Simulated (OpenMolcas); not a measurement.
# Mn²⁺ in CsCaBr3: CASSCF and CASPT2 levels and susceptibility

Which state of Mn²⁺ lies lowest among these ligands, how large is the field, and what χT follows?

Method: state-averaged CASSCF and CASPT2, spin-orbit coupling by RASSI with atomic mean-field integrals. Code: OpenMolcas 26.06.

### Step 1. The system

```
Species                           : Mn²⁺ (manganese, Z = 25, 23 electrons)
Basis                             : ANO-RCC-VTZP [6s5p3d2f1g], 245 functions with the ligands
Scalar Hamiltonian                : DKH2, point nucleus
Inactive shells                   : 1s 2s 2p 3s 3p of the metal, and all ligand shells
Active space                      : 5 electrons in 5 orbitals (3d)
Some configurations of this space : 3d5
Orbitals                          : optimised for each spin and parity, averaged over all roots
```

Outer shells as boxes (Hund's rule):

3d5
```
3d [↑ ][↑ ][↑ ][↑ ][↑ ]
```

Mn²⁺ is taken with its 6 nearest bromide ions at 2.777 Å, on the cation site of CsCaBr3 (a = 5.69 Å). The rest of the host is ab initio model potentials to 7.6 Å, with orthogonalisation functions on the cations behind the ligands, and point charges beyond; the distance is set by hand, nothing relaxes, and no local charge compensation is placed. Ligand basis ANO-RCC-VDZP.

```xyz
15

Mn    0.0000    0.0000    0.0000
Br    2.7770    0.0000    0.0000
Br    0.0000    2.7770    0.0000
Br   -2.7770    0.0000    0.0000
Br    0.0000   -2.7770    0.0000
Br    0.0000    0.0000    2.7770
Br    0.0000    0.0000   -2.7770
Cs    2.8450   -2.8450   -2.8450
Cs   -2.8450    2.8450    2.8450
Cs    2.8450   -2.8450    2.8450
Cs   -2.8450    2.8450   -2.8450
Cs    2.8450    2.8450   -2.8450
Cs   -2.8450   -2.8450    2.8450
Cs    2.8450    2.8450    2.8450
Cs   -2.8450   -2.8450   -2.8450
```

Each step is its own input file, run in one work folder so that later steps find the files of earlier ones. Labels, J, g values, rates, χT and fits are worked out afterwards by a script from the matrices that RASSI stores.

### Step 2. One- and two-electron integrals

The input, a.inp:

```
&GATEWAY
Basis set
Mn.ANO-RCC-VTZP.
Mn1 0.0 0.0 0.0 Angstrom
End of basis
Basis set
Br.ANO-RCC-VDZP.
L1 2.777000 0.000000 0.000000 Angstrom
L2 0.000000 2.777000 0.000000 Angstrom
L3 0.000000 0.000000 2.777000 Angstrom
End of basis
Basis set
Ca.EMB-AIMP.Sanchez-Sanz.10s7p.1s1p.ECP.CsCaBr3.
PseudoCharge
* 3 symmetry-unique lattice sites within 7.6 angstrom
End of basis
Basis set
Cs.EMB-AIMP.Sanchez-Sanz.0s.0s.ECP.CsCaBr3.
PseudoCharge
* 4 symmetry-unique lattice sites within 7.6 angstrom
End of basis
Basis set
Br.EMB-AIMP.Sanchez-Sanz.0s.0s.ECP.CsCaBr3.
PseudoCharge
* 12 symmetry-unique lattice sites within 7.6 angstrom
End of basis
Symmetry
XYZ
AngMom=0.0 0.0 0.0
AMFI
RICD
XField
1570 Angstrom 0
* Evjen-weighted lattice charges
&SEWARD
```

The run is started by

```sh
OMP_NUM_THREADS=1 MOLCAS_MEM=3686 MOLCAS_PROJECT=a pymolcas a.inp > a.log
```

### Step 3. CASSCF: sextets, 1 root

The input, a.inp:

```
&RASSCF
FileOrb=start.orb
Symmetry=1
Spin=6
nActEl=5 0 0
Inactive=57 60
Ras2=5 0
CIRoot=1 1 1
SDav=1
CIMx=300
Iter=150 100
PrWF=0.3
OrbListing=Nothing
MaxOrb=0
LevShft=1.0
>>> COPY $Project.JobIph JOB001
```

start.orb holds start orbitals that the driver prepared beforehand, or those of the step before.

### Step 4. Reference wave functions, quartets, 24 roots

The input, a.inp:

```
&RASSCF
FileOrb=start.orb
Symmetry=1
Spin=4
nActEl=5 0 0
Inactive=57 60
Ras2=5 0
CIRoot=24 24 1
SDav=24
CIMx=300
Iter=150 100
PrWF=0.3
OrbListing=Nothing
MaxOrb=0
LevShft=1.0
>>> COPY $Project.JobIph JOB002
```

### Step 5. Reference wave functions, doublets, 75 roots

The input, a.inp:

```
&RASSCF
FileOrb=start.orb
Symmetry=1
Spin=2
nActEl=5 0 0
Inactive=57 60
Ras2=5 0
CIRoot=75 75 1
SDav=75
CIMx=300
Iter=150 100
PrWF=0.3
OrbListing=Nothing
MaxOrb=0
LevShft=1.0
>>> COPY $Project.JobIph JOB003
```

### Step 6. State interaction with spin-orbit coupling

The input, a.inp:

```
&RASSI
NrOfJobIphs=3 1 24 75
1
1 2 3 4 5 6 7 8 9 10 11 12 13 14 15 16 17 18 19 20 21 22 23 24
1 2 3 4 5 6 7 8 9 10 11 12 13 14 15 16 17 18 19 20 21 22 23 24 25 26 27
28 29 30 31 32 33 34 35 36 37 38 39 40 41 42 43 44 45 46 47 48 49 50 51
52 53 54 55 56 57 58 59 60 61 62 63 64 65 66 67 68 69 70 71 72 73 74 75
IphNames
JOB001
JOB002
JOB003
EJob
SpinOrbit
DIPRint=1.0
SOCoupling=1000.0
Subsets=2
Property=9
'ANGMOM' 1 'ANGMOM' 2 'ANGMOM' 3 'MLTPL  1' 1 'MLTPL  1' 2 'MLTPL  1' 3
'AMFI' 1 'AMFI' 2 'AMFI' 3
SOProperty=3
'ANGMOM' 1 'ANGMOM' 2 'ANGMOM' 3
```

### Step 7. CASPT2: IPEA 0.25, imaginary shift 0.1 (75 orbitals frozen, the lowest in energy)

The input, a.inp:

```
>>> COPY JOB001 $Project.JobIph
&CASPT2
Multistate=1 1
Frozen=30 45
IPEA=0.25
Imaginary=0.1
MaxIter=60
WThr=0.0 0.3 0.05
PrWF=0.5
NoMix
>>> COPY JOB002 $Project.JobIph
&CASPT2
Multistate=24 1 2 3 4 5 6 7 8 9 10 11 12 13 14 15 16 17 18 19 20 21 22
23 24
NoMult
Frozen=30 45
IPEA=0.25
Imaginary=0.1
MaxIter=60
WThr=0.0 0.3 0.05
PrWF=0.5
NoMix
>>> COPY JOB003 $Project.JobIph
&CASPT2
Multistate=75 1 2 3 4 5 6 7 8 9 10 11 12 13 14 15 16 17 18 19 20 21 22
23 24 25 26 27 28 29 30 31 32 33 34 35 36 37 38 39 40 41 42 43 44 45 46
47 48 49 50 51 52 53 54 55 56 57 58 59 60 61 62 63 64 65 66 67 68 69 70
71 72 73 74 75
NoMult
Frozen=30 45
IPEA=0.25
Imaginary=0.1
MaxIter=60
WThr=0.0 0.3 0.05
PrWF=0.5
NoMix
```

### Step 8. CASPT2: IPEA 0.25, real shift 0.3 (75 orbitals frozen, the lowest in energy)

a.inp: that of step 7 with these lines changed.

```diff
@@ -5,3 +5,3 @@
 IPEA=0.25
-Imaginary=0.1
+Shift=0.3
 MaxIter=60
@@ -17,3 +17,3 @@
 IPEA=0.25
-Imaginary=0.1
+Shift=0.3
 MaxIter=60
@@ -31,3 +31,3 @@
 IPEA=0.25
-Imaginary=0.1
+Shift=0.3
 MaxIter=60
```

(Steps that only read results are left out.)

What does the calculation give? Wanted: spin-free ground state; lowest level; next level.

As calculated:

| quantity | value |
| --- | --- |
| method | SS-CASPT2, IPEA 0.25, imaginary shift 0.1 (75 orbitals frozen, the lowest in energy) |
| spin-free ground state | 6A1, 1-fold in its orbital part |
| lowest level | 6-fold |
| next level | 24481.1 cm⁻¹ |
| χT at 300 K | 4.39 cm³ K/mol |
| effective moment at 300 K | 5.92 μB |

Cost by method:

```tsv
method	time of its own steps	time with the reference
A. CASSCF	2.7 min	2.7 min
B. SS-CASPT2, IPEA 0.25, imaginary shift 0.1 (75 orbitals frozen, the lowest in energy)	32 min	35 min
C. SS-CASPT2, IPEA 0.25, real shift 0.3 (75 orbitals frozen, the lowest in energy)	29 min	31 min
```

Times are of one thread on a shared host.

What this shows: The spin-free ground state (6A1) comes to 100 % from free-ion S terms and keeps the highest spin of the shell. χT at 300 K is 4.39, against 4.39 cm³ K/mol for the spin alone, as a half-filled shell (L = 0) has no orbital moment. An active space of the d shell alone favours high spin; real ions in strong fields can be low spin. A ligand-field fit to the states below 45000 cm-1 gives 10Dq = 3206 cm-1, B = 908 cm-1 and C = 3211 cm-1 (C/B = 3.54), with a deviation of 467 cm-1. CASPT2 does not keep the components of a term degenerate, and the means are used. The frozen orbitals are chosen by energy, so an outer shell of the metal can be frozen while a deeper shell elsewhere is correlated. With metal d orbitals alone active, the gaps between spin states are rough; where two lie within a few thousand cm-1, their order is open. The bonds are covalent and no ligand orbital is active, so the numbers are rough.
